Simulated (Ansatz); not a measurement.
Relaxation of a periodic cell of 17 atoms, BW16 (host W, host structure bcc, interstitial B), to a largest force component of 0.03 eV/Å in at most 60 steps.

These are results of DFT LDA, scalar-relativistic, plane waves, PAW (Ansatz 0.2.0), not measurements. Settings: PAW set soft_1, cutoff 420 eV, k mesh 3x3x3, gaussian smearing 0.05 eV, no spin polarisation.

```xyz
17
Lattice="6.3200 0.0000 0.0000 0.0000 6.3200 0.0000 0.0000 0.0000 6.3200" Properties=species:S:1:pos:R:3:forces:R:3
W 0.000 0.000 0.000 0.00 -0.72 -1.00
W 3.160 0.000 0.000 -0.03 -0.55 -0.93
W 0.000 3.160 0.000 0.00 0.66 -0.95
W 0.000 0.000 3.160 0.10 -7.79 4.27
W 1.580 1.580 1.580 8.56 -0.30 -4.68
W 3.160 3.160 0.000 -0.03 0.51 -0.90
W 3.160 0.000 3.160 -0.02 -0.33 0.05
W 4.740 1.580 1.580 -9.21 -0.32 -5.09
W 0.000 3.160 3.160 0.12 9.57 5.42
W 1.580 4.740 1.580 0.33 0.07 -0.05
W 1.580 1.580 4.740 0.69 -0.01 0.98
W 3.160 3.160 3.160 -0.02 0.34 0.07
W 4.740 4.740 1.580 -0.33 0.06 -0.06
W 4.740 1.580 4.740 -0.67 -0.01 0.97
W 1.580 4.740 4.740 0.53 0.08 0.93
W 4.740 4.740 4.740 -0.52 0.07 0.92
B 6.308 1.613 2.363 0.48 -1.33 0.05
```

Where does it end, and by what steps?

It converged. Limits of this set-up: coarse k mesh, odd electron count without spin, PAW files made for another functional, a small cell, in which the defect meets its images, a typed lattice constant that wasn't relaxed here. After 8 steps the energy has fallen by 6.076 eV; B17 moved furthest, 0.74 Å. The start is strongly strained (largest force component 10 eV/Å).

```json
{"step": "0", "energy less start (eV)": "0.0000", "largest force component (eV/Å)": "9.569", "accepted": "yes"}
{"step": "1", "energy less start (eV)": "-1.8628", "largest force component (eV/Å)": "3.219", "accepted": "yes"}
{"step": "2", "energy less start (eV)": "-4.2030", "largest force component (eV/Å)": "1.172", "accepted": "yes"}
{"step": "3", "energy less start (eV)": "-4.4681", "largest force component (eV/Å)": "2.699", "accepted": "yes"}
{"step": "4", "energy less start (eV)": "-5.1380", "largest force component (eV/Å)": "2.483", "accepted": "yes"}
{"step": "5", "energy less start (eV)": "-5.8573", "largest force component (eV/Å)": "1.265", "accepted": "yes"}
{"step": "6", "energy less start (eV)": "-6.0653", "largest force component (eV/Å)": "0.242", "accepted": "yes"}
{"step": "7", "energy less start (eV)": "-6.0758", "largest force component (eV/Å)": "0.085", "accepted": "yes"}
{"step": "8", "energy less start (eV)": "-6.0761", "largest force component (eV/Å)": "0.018", "accepted": "yes"}
```

```xyz
17
Lattice="6.3200 0.0000 0.0000 0.0000 6.3200 0.0000 0.0000 0.0000 6.3200" Properties=species:S:1:pos:R:3
W -0.001 0.016 0.059
W 3.159 -0.060 -0.016
W -0.001 3.148 0.059
W -0.001 0.015 3.192
W 1.917 1.582 1.625
W 3.159 3.224 -0.016
W 3.159 -0.060 3.268
W 4.402 1.582 1.627
W -0.001 3.149 3.193
W 1.589 4.742 1.626
W 1.589 1.582 4.785
W 3.159 3.224 3.268
W 4.730 4.742 1.626
W 4.729 1.582 4.787
W 1.556 4.742 4.786
W 4.762 4.742 4.786
B 6.319 1.582 1.626
```

Whether the end is a true minimum wasn't checked by a vibrational analysis.

Time of the run: 120 s on 4 threads of Arm Neoverse V2 (shared host), peak memory 1.3 GiB.
